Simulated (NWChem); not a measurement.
# C2H5ClSi (SMILES ClC1C[SiH2]1): levels of theory compared

Wanted: a comparison of 5 runs (HF/STO-3G, HF/3-21G, B3LYP/6-31G*, wB97X/6-31G) of C2H5ClSi. 

The calculation is run with NWChem 7.3.0.

### 1 The molecule

C2H5ClSi: 9 atoms, total charge 0, spin state singlet. As SMILES, `ClC1C[SiH2]1`. Geometry: relaxed at PBE0-D4/def2-TZVP.

Bond lengths: Cl1–C2 1.761 Å, C2–C3 1.532 Å, C2–Si4 1.855 Å, C3–Si4 1.853 Å, C2–H5 1.084 Å, C3–H6 1.086 Å, C3–H7 1.085 Å, Si4–H8 1.475 Å, Si4–H9 1.478 Å. Some angles: Cl1–C2–C3 117.2°, Cl1–C2–Si4 122.4°, C3–C2–Si4 65.5°, C2–C3–Si4 65.7°, C2–Si4–C3 48.8°, Cl1–C2–H5 110.3°, C3–C2–H5 115.4°, Si4–C2–H5 119.3°, C2–C3–H6 115.0°, C2–C3–H7 116.2°.

### 2 Energy and gradient at HF/STO-3G (run 1)

File c2h5clsi.nw:

```
echo
start c2h5clsi
memory 2200 mb

geometry units angstroms noautosym nocenter noautoz
  Cl    -0.610200    -0.416600    -2.254300
  C     -0.442600     0.373500    -0.689900
  C      0.930400     0.305100    -0.014300
  Si    -0.417500    -0.575100     0.903900
  H     -0.899600     1.356600    -0.714500
  H      1.659300    -0.322300    -0.518200
  H      1.345700     1.248900     0.324100
  H     -0.452800    -2.048100     0.838700
  H     -1.023900     0.031800     2.107300
end

basis "ao basis" spherical bse
  Cl library STO-3G
  C library STO-3G
  Si library STO-3G
  H library STO-3G
end

scf
  nopen 0
  rhf
  thresh 1e-08
  maxiter 80
end

task scf gradient
```

Command:

```console
$ nwchem c2h5clsi.nw > c2h5clsi.out
```

Output:

```text
[...]
  functions       =    33
[...]
  wavefunction    = RHF
[...]
         Total SCF energy =   -817.852948290796
      One-electron energy =  -1535.033232643141
      Two-electron energy =    515.167362699381
 Nuclear repulsion energy =    202.012921652964
        Time for solution =      1.7s
[...]
                         RHF ENERGY GRADIENTS
    atom               coordinates                        gradient
                 x          y          z           x          y          z
   1 Cl     -1.153111  -0.787260  -4.260009    0.004093   0.012675   0.029765
   2 C      -0.836393   0.705813  -1.303722    0.010176  -0.003889  -0.037867
   3 C       1.758201   0.576555  -0.027023   -0.000326   0.013376  -0.019133
   4 Si     -0.788961  -1.086781   1.708123   -0.003010  -0.001549  -0.000530
   5 H      -1.699997   2.563602  -1.350209   -0.000966  -0.000363   0.001521
   6 H       3.135622  -0.609059  -0.979256    0.001863  -0.005892  -0.000992
   7 H       2.543004   2.360079   0.612460    0.001022   0.003933   0.002407
   8 H      -0.855668  -3.870348   1.584913   -0.000869  -0.030046  -0.001239
   9 H      -1.934890   0.060093   3.982220   -0.011983   0.011755   0.026068
[...]
```

Run time: 2.9 s. Hardware: 1 thread of AMD EPYC 9R14 (Zen 4), shared host; peak memory 0.096 GiB.

### 3 Energy and gradient at HF/3-21G (run 2)

File input.nw:

```
start input
title "C2H5ClSi"
memory total 2200 mb

geometry units angstrom noautosym nocenter noautoz
  Cl   -0.610200   -0.416600   -2.254300
  C    -0.442600    0.373500   -0.689900
  C     0.930400    0.305100   -0.014300
  Si   -0.417500   -0.575100    0.903900
  H    -0.899600    1.356600   -0.714500
  H     1.659300   -0.322300   -0.518200
  H     1.345700    1.248900    0.324100
  H    -0.452800   -2.048100    0.838700
  H    -1.023900    0.031800    2.107300
end

basis "ao basis" spherical bse
  * library 3-21G
end

scf
  thresh 1e-08
  maxiter 80
end

task scf gradient
```

Command:

```console
$ nwchem input.nw > input.out
```

Output:

```text
[...]
  functions       =    54
[...]
  wavefunction    = RHF
[...]
         Total SCF energy =   -822.842278630601
      One-electron energy =  -1538.440038785374
      Two-electron energy =    513.584838501810
 Nuclear repulsion energy =    202.012921652964
        Time for solution =      2.0s
[...]
                         RHF ENERGY GRADIENTS
    atom               coordinates                        gradient
                 x          y          z           x          y          z
   1 Cl     -1.153111  -0.787260  -4.260009    0.003528   0.018520   0.037001
   2 C      -0.836393   0.705813  -1.303722    0.008405  -0.034116  -0.022531
   3 C       1.758201   0.576555  -0.027023   -0.026410  -0.008350   0.005937
   4 Si     -0.788961  -1.086781   1.708123    0.011714   0.014969  -0.021395
   5 H      -1.699997   2.563602  -1.350209   -0.004416   0.008172   0.000373
   6 H       3.135622  -0.609059  -0.979256    0.004074  -0.004991  -0.002518
   7 H       2.543004   2.360079   0.612460    0.002705   0.006129   0.002291
   8 H      -0.855668  -3.870348   1.584913    0.000389  -0.001020  -0.000131
   9 H      -1.934890   0.060093   3.982220    0.000011   0.000686   0.000972
[...]
```

Run time: 3.6 s. Hardware: 1 thread of AMD EPYC 9R14 (Zen 4), shared host; peak memory 0.097 GiB.

### 4 Energy and forces at B3LYP/6-31G(d) (spherical functions) (run 3)

File c2h5clsi.nw:

```
start c2h5clsi
title "C2H5ClSi"
memory stack 880 mb heap 220 mb global 1100 mb

geometry units atomic noautosym nocenter noautoz
 Cl    -1.15311088    -0.78725990    -4.26000960
 C     -0.83639278     0.70581271    -1.30372205
 C      1.75820119     0.57655544    -0.02702308
 Si    -0.78896066    -1.08678149     1.70812344
 H     -1.69999762     2.56360246    -1.35020932
 H      3.13562256    -0.60905873    -0.97925608
 H      2.54300445     2.36007896     0.61246024
 H     -0.85566799    -3.87034808     1.58491330
 H     -1.93489058     0.06009329     3.98221986
end

basis spherical bse
 * library 6-31G*
end

dft
 xc b3lyp
 grid xfine
 convergence energy 1e-08
 maxiter 100
 mulliken
 print low
end

task dft gradient
```

Command:

```console
$ nwchem c2h5clsi.nw > c2h5clsi.out
```

Output:

```text
[...]
 d= 0,ls=0.0,diis     1   -828.8091034799 -1.03D+03  1.06D-02  3.60D-01     3.0
[...]
 d= 0,ls=0.0,diis    10   -828.8540381966 -1.44D-09  4.11D-07  5.23D-10    23.6
         Total DFT energy =     -828.854038196632
      One electron energy =    -1544.212992384224
           Coulomb energy =      575.315171728822
    Exchange-Corr. energy =      -61.969124738853
 Nuclear repulsion energy =      202.012907197622
[...]
      Total Density - Mulliken Population Analysis
     ---------------------------------------------
    Atom       Charge   Shell Charges
 -----------   ------   -------------------------------------------------------
    1 Cl  17    17.05   2.00  2.00  5.97  1.41  3.60  0.53  1.51  0.03
    2 C    6     6.36   2.00  0.67  2.04  0.65  0.96  0.04
    3 C    6     6.45   2.00  0.67  2.11  0.62  1.02  0.03
    4 Si  14    13.63   2.00  2.00  5.96  0.98  1.92  0.23  0.38  0.17
    5 H    1     0.80   0.52  0.27
    6 H    1     0.80   0.52  0.29
    7 H    1     0.82   0.52  0.30
    8 H    1     1.04   0.51  0.53
    9 H    1     1.05   0.51  0.54
[...]
                         DFT ENERGY GRADIENTS
    atom               coordinates                        gradient
                 x          y          z           x          y          z
   1 Cl     -1.153111  -0.787260  -4.260010    0.001990   0.005676   0.013237
   2 C      -0.836393   0.705813  -1.303722    0.001312  -0.006457  -0.004044
   3 C       1.758201   0.576555  -0.027023   -0.005686  -0.002072   0.000976
   4 Si     -0.788961  -1.086781   1.708123    0.004497   0.006148  -0.009471
   5 H      -1.699998   2.563602  -1.350209    0.000733  -0.002240  -0.000042
   6 H       3.135623  -0.609059  -0.979256   -0.002109   0.000611   0.000829
   7 H       2.543004   2.360079   0.612460   -0.001431  -0.002175  -0.000556
   8 H      -0.855668  -3.870348   1.584913    0.000218   0.000552  -0.000254
   9 H      -1.934891   0.060093   3.982220    0.000476  -0.000042  -0.000674
 Task  times  cpu:       30.1s     wall:       30.1s
[...]
```

It took 31 s on 1 thread of AMD EPYC 9R14 (Zen 4), shared host; peak memory 0.14 GiB.

Run 4 isn't shown in full; the table further down has it.

### 5 Energy and gradient at B3LYP/6-31G(d) (Cartesian functions) (run 5)

File run.py:

```python
from ase import Atoms
from ase.calculators.nwchem import NWChem

molecule = Atoms(['Cl', 'C', 'C', 'Si', 'H', 'H', 'H', 'H', 'H'], positions=[
    [-0.610200, -0.416600, -2.254300],
    [-0.442600, 0.373500, -0.689900],
    [0.930400, 0.305100, -0.014300],
    [-0.417500, -0.575100, 0.903900],
    [-0.899600, 1.356600, -0.714500],
    [1.659300, -0.322300, -0.518200],
    [1.345700, 1.248900, 0.324100],
    [-0.452800, -2.048100, 0.838700],
    [-1.023900, 0.031800, 2.107300],
])

calc = NWChem(
    label='input',
    theory='dft',
    memory='2200 mb',
    basis='6-31G*',
    dft={'xc': 'b3lyp', 'mult': '1', 'grid': 'xfine', 'convergence': 'energy 1e-08', 'iterations': '100', 'mulliken': None},
)
molecule.calc = calc

forces = molecule.get_forces()
print(f"energy = {molecule.get_potential_energy():.6f} eV")
print("forces (eV/A):")
for s, f in zip(molecule.symbols, forces):
    print(f"{s:2s} {f[0]:10.5f} {f[1]:10.5f} {f[2]:10.5f}")
print("dipole (e A):", molecule.get_dipole_moment().round(4))
```

Command:

```console
$ export ASE_NWCHEM_COMMAND="nwchem PREFIX.nwi > PREFIX.nwo"
$ python run.py
```

Output:

```text
energy = -22554.443058 eV
forces (eV/A):
Cl   -0.10470   -0.29547   -0.69152
C    -0.06263    0.33465    0.22117
C     0.28755    0.10608   -0.04916
Si   -0.22667   -0.31074    0.48234
H    -0.03697    0.11225    0.00278
H     0.10655   -0.03060   -0.04078
H     0.07230    0.10937    0.02849
H    -0.01142   -0.02720    0.01342
H    -0.02391    0.00159    0.03327
dipole (e A): [0.0928 0.1402 0.3823]
```

The calculator wrote input.nwi:

```
title "input"

permanent_dir input

scratch_dir input

start input

geometry units angstrom nocenter noautosym noautoz
  Cl -6.1019999999999996e-01 -4.1660000000000003e-01 -2.2543000000000002e+00
  C  -4.4259999999999999e-01 3.7350000000000000e-01 -6.8989999999999996e-01
  C  9.3040000000000000e-01 3.0509999999999998e-01 -1.4300000000000000e-02
  Si -4.1749999999999998e-01 -5.7509999999999994e-01 9.0390000000000004e-01
  H  -8.9959999999999996e-01 1.3566000000000000e+00 -7.1450000000000002e-01
  H  1.6593000000000000e+00 -3.2229999999999998e-01 -5.1819999999999999e-01
  H  1.3456999999999999e+00 1.2488999999999999e+00 3.2410000000000000e-01
  H  -4.5279999999999998e-01 -2.0480999999999998e+00 8.3870000000000000e-01
  H  -1.0239000000000000e+00 3.1800000000000002e-02 2.1073000000000000e+00
end

memory 2200 mb

basis noprint
   * library 6-31G*
end

dft
  xc b3lyp
  mult 1
  grid xfine
  convergence energy 1e-08
  iterations 100
  mulliken
end

task dft gradient
```

input.nwo, cut to the lines that bear on the results:

```text
[...]
         Total DFT energy =     -828.860501188551
[...]
  wavefunction    = closed shell
                         DFT ENERGY GRADIENTS
    atom               coordinates                        gradient
                 x          y          z           x          y          z
   1 Cl     -1.153111  -0.787260  -4.260009    0.002036   0.005746   0.013448
   2 C      -0.836393   0.705813  -1.303722    0.001218  -0.006508  -0.004301
   3 C       1.758201   0.576555  -0.027023   -0.005592  -0.002063   0.000956
[... 5 lines of this table left out ...]
   9 H      -1.934890   0.060093   3.982220    0.000465  -0.000031  -0.000647
[...]
```

Wall time 32 s (1 thread of AMD EPYC 9R14 (Zen 4), shared host); peak memory 0.14 GiB.

### 6 All runs side by side

```csv
run,level,iteration cap,module,energy (Eh),dipole moment (D),HOMO energy (eV),LUMO energy (eV),wall time
1,HF/STO-3G,80,scf,-817.852948,3.27,-7.83,9.57,2.9 s
2,HF/3-21G,80,scf,-822.842279,2.71,-9.77,3.49,3.6 s
3,B3LYP/6-31G* (spherical functions),100,dft,-828.854038,–,–,–,31 s
4,wB97X/6-31G,100,dft,-828.721535,–,–,–,40 s
5,B3LYP/6-31G* (Cartesian functions),100,dft,-828.860501,2.01,-6.66,-0.07,32 s
```

### 7 Outcome

```
                       quantity          value
            run 5: total energy  -828.86050 Eh
           run 5: dipole moment         2.01 D
             run 5: HOMO energy       -6.66 eV
             run 5: LUMO energy       -0.07 eV
           run 5: HOMO–LUMO gap        6.59 eV
run 5: largest force on an atom     0.759 eV/Å
```

**Reading.** Over runs 1, 2, 5 the dipole moment (its size) runs from 2.01 D (B3LYP/6-31G*) to 3.27 D (HF/STO-3G). The two ends differ in method and basis. Over runs 1, 2, 5 the HOMO–LUMO gap runs from 6.59 eV (B3LYP/6-31G*) to 17.40 eV (HF/STO-3G). Totals of different functionals can't be ranked against each other. In run 1 the basis is minimal, so the values are rough. All runs together took 1.8 min, the longest 40 s.
